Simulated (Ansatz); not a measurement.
# Cu (Copper): the cost of one run

Program: Ansatz 0.2.0. Level of theory: DFT PBE, scalar-relativistic, plane waves, PAW. These are calculated values, not measurements.

1 further run of the same task is left out (set aside as unsound or not needed).

## 1. The starting structure

The structure is cubic, space group Fm-3m (No. 225). Conventional cell: a = 3.630 Å, b = 3.630 Å, c = 3.630 Å, α = 90.00°, β = 90.00°, γ = 90.00°. Around Cu (site symmetry m-3m) lie 12 Cu at 2.57 Å.

Structure file:

```xyz
1
Lattice="0.0000 1.8149 1.8149 1.8149 0.0000 1.8149 1.8149 1.8149 0.0000" Properties=species:S:1:pos:R:3 pbc="T T T"
Cu    0.0000    0.0000    0.0000
```

It is the result of an earlier relaxation at this level (volume 11.96 Å³/atom; gap on the mesh: none (metal)).

## 2. A stricter relaxation, with the smearing for a metal

Response runs need a geometry at rest under their own mesh and occupations; hence this stricter relaxation.

File input.yaml:

```yaml
crystal:
  lattice:
    - [0.0, 1.8148741276, 1.8148741276]
    - [1.8148741276, 0.0, 1.8148741276]
    - [1.8148741276, 1.8148741276, 0.0]
  atoms:
    - { symbol: Cu, position: [0.0, 0.0, 0.0] }
basis:
  ecutwfc: 420
kpoints:
  mp_grid: { grid: [20, 20, 20] }
hamiltonian:
  xc: pbe
scf:
  occupations: { method: fermi_dirac, width: 0.15 }
output:
  forces: true
  stress: true
  eigenvalues: true
relax:
  adjacent_minimum: "off"
  f_tol: 0.001
  max_steps: 60
  cell: { stress_tol: 0.01 }
```

Launch:

```bash
$ ansatz run input.yaml --threads 1 --pin off --max-ram 2560MiB --backend cpu --events-out ev --progress --plain --runs-dir out
```

What time and memory should one allow on 1 thread of Arm Neoverse V2, shared host?

About 9.1 s, with a peak of 0.32 GiB.
